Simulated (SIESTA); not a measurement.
Crystal: As2S.

```
CELL_PARAMETERS angstrom
-3.50648 3.50648 2.48592
3.50648 -3.50648 2.48592
3.50648 3.50648 -2.48592
ATOMIC_POSITIONS crystal
As 0.87500 0.12500 0.25000
As 0.87500 0.62500 0.75000
As 0.37500 0.12500 0.25000
As 0.87500 0.12500 0.75000
S 0.25000 0.75000 0.50000
S 0.50000 0.50000 0.00000
```

The cell comes from a database or a generator and needn't be the stable form of this composition.

Base run:

```yaml
Program: SIESTA 5.4.2
Functional: PBEsol
Potentials_or_basis: PseudoDojo 0.4 standard (PBEsol files)
Basis: SZ (energy shift 0.003 Ry)
Grid_cutoff: 500 Ry
Energy_shift: 0.003 Ry
k_mesh: 7 × 7 × 7
Occupations: fermi-dirac, width 0.05 eV
Spin: no spin polarisation
```

Its results: band gap on the k mesh none (metal or under the smearing width); pressure 11.9 GPa.

**Question.** The run is repeated on the same cell with these changes: basis from SZ (energy shift 0.003 Ry) to TZP (energy shift 0.003 Ry; two zetas on semicore shells). What comes out?

**Answer.** Band gap on the k mesh none (metal or under the smearing width); pressure -1.3 GPa.

Caveats: the basis of atomic orbitals isn't converged, which shifts pressures, moduli and gaps; the basis has no polarisation orbitals (some runs).
